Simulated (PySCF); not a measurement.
# C9H7Br: the cost of one run

Programs: PySCF 2.14.0, with routines of our own; each step states its level. All values are computed. Atoms count from 0.

## (1) The system as given

17 atoms, charge 0, multiplicity 1; geometry from: GFN2-xTB.

## (2) Relaxing the molecule at PBE0-D3(BJ)/def2-SVP

Job settings and geometry (Å):

```
{"job": {"xc": "PBE0", "basis": "def2-SVP", "d3": "d3bj", "grid": 2, "kind": "geom"}, "charge": 0, "multiplicity": 1}
Br    -0.525569     2.763320    -0.676266
C      0.576261     1.261146    -0.465854
C      1.894609     1.177438    -0.694881
C      2.319911    -0.174152    -0.397006
C      1.271321    -0.901698     0.008864
C      0.028180    -0.057404     0.010231
C     -1.077296    -0.590999    -0.863706
C     -2.185251    -0.755748    -0.135163
C     -1.922279    -0.366929     1.238410
C     -0.652850     0.034625     1.351331
H      2.536215     1.967658    -1.038989
H      3.335249    -0.513132    -0.497308
H      1.253263    -1.934183     0.301559
H     -0.929786    -0.775955    -1.910890
H     -3.135783    -1.113021    -0.487671
H     -2.654688    -0.401794     2.024492
H     -0.138507     0.392858     2.222936
```

The run is started by

```bash
$ OMP_NUM_THREADS=1 python excited_run.py task.json out
```

One launch serves the whole session: the jobs run in the order shown.

Q: Estimate the wall time and peak memory of this first job on 1 thread of Arm Neoverse V1, shared host.

About 2.8 min, with a peak of 0.98 GiB.
